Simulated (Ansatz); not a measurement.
**C2H5Cl3HfSe: how energies converge with the basis set**

Aim: see how fast density functionals converge with the basis set for C2H5Cl3HfSe.

Computed with Ansatz 0.2.0, Gaussian basis. Level: one geometry, several basis sets.

Levels to be run: PBE0-D4/def2-SVP; ωB97M-V/def2-SVP; PBE0-D4/def2-QZVPP; ωB97M-V/def2-QZVPP; the functionals' def2-TZVPP values are taken from earlier runs.

## Step 1: Structure used throughout

The geometry comes from an earlier relaxation with PBE0-D4 in a triple-zeta def2 set; it is a stationary point, not always the lowest conformer. Hf takes the def2 core potential; no spin-orbit term is included.

SMILES `CC[Se][Hf]([Cl])([Cl])[Cl]`, 12 atoms, charge 0, spin multiplicity 1.

Atoms are counted from 1 here; the program's logs count them from 0.

Bond lengths: C1–C2 1.510 Å, C1–H8 1.091 Å, C1–H9 1.094 Å, C1–H10 1.091 Å, C2–Se3 1.990 Å, C2–H11 1.098 Å, C2–H12 1.089 Å, Se3–Hf4 2.516 Å, Hf4–Cl5 2.319 Å, Hf4–Cl6 2.335 Å, Hf4–Cl7 2.334 Å. Angles: C2–C1–H8 111.2°, C2–C1–H9 109.9°, C2–C1–H10 111.1°, H8–C1–H9 108.2°, H8–C1–H10 108.2°, H9–C1–H10 108.2°, C1–C2–Se3 111.8°, C1–C2–H11 110.6°, C1–C2–H12 113.0°, Se3–C2–H11 110.6°, Se3–C2–H12 104.7°, H11–C2–H12 105.9°, C2–Se3–Hf4 86.0°, Se3–Hf4–Cl5 107.3°, Se3–Hf4–Cl6 108.4°, Se3–Hf4–Cl7 109.3°, Cl5–Hf4–Cl6 111.3°, Cl5–Hf4–Cl7 111.0° and more.

## Step 2: PBE0-D4 in def2-SVP

The input, in.yaml:

```yaml
crystal:
  periodic: [false, false, false]
  atoms:
    - {symbol: C, position_ang: [0.270856, -0.721089, 1.779533]}
    - {symbol: C, position_ang: [0.356656, -0.942122, 0.288496]}
    - {symbol: Se, position_ang: [1.658392, 0.296265, -0.567677]}
    - {symbol: Hf, position_ang: [-0.335024, 1.316876, -1.713751]}
    - {symbol: Cl, position_ang: [0.434979, 3.106436, -2.971357]}
    - {symbol: Cl, position_ang: [-1.845677, 2.019768, -0.077931]}
    - {symbol: Cl, position_ang: [-1.351006, -0.286634, -3.072155]}
    - {symbol: H, position_ang: [-0.092935, 0.281635, 2.008645]}
    - {symbol: H, position_ang: [-0.418942, -1.444429, 2.224407]}
    - {symbol: H, position_ang: [1.246899, -0.845417, 2.251105]}
    - {symbol: H, position_ang: [-0.634041, -0.842626, -0.174906]}
    - {symbol: H, position_ang: [0.709842, -1.938684, 0.025580]}
basis:
  gaussian: {orbitals: def2-SVP}
hamiltonian: {xc: pbe0, dispersion: d4}
output: {orbitals: {seedname: orbitals}}
```

On the command line:

```sh
$ ansatz run in.yaml --threads 2 --pin off --events-out ev --progress --plain --max-ram 22528MiB --backend cpu
```

The runs that follow: ωB97M-V in def2-SVP; PBE0-D4 in def2-QZVPP; ωB97M-V in def2-QZVPP.

Before running them: what should the planned runs give, taken together? Wanted: PBE0-D4: double and triple zeta above quadruple; ωB97M-V: double and triple zeta above quadruple.

As calculated:

| quantity | value |
| --- | --- |
| PBE0-D4: double and triple zeta above quadruple | 26.14, 2.60 eV |
| ωB97M-V: double and triple zeta above quadruple | 26.02, 2.50 eV |

PBE0-D4 gains 23.55 eV from double to triple zeta, then 2.60 eV more. These are total energies; as a rule much of such shifts cancels in differences, which this series doesn't test.
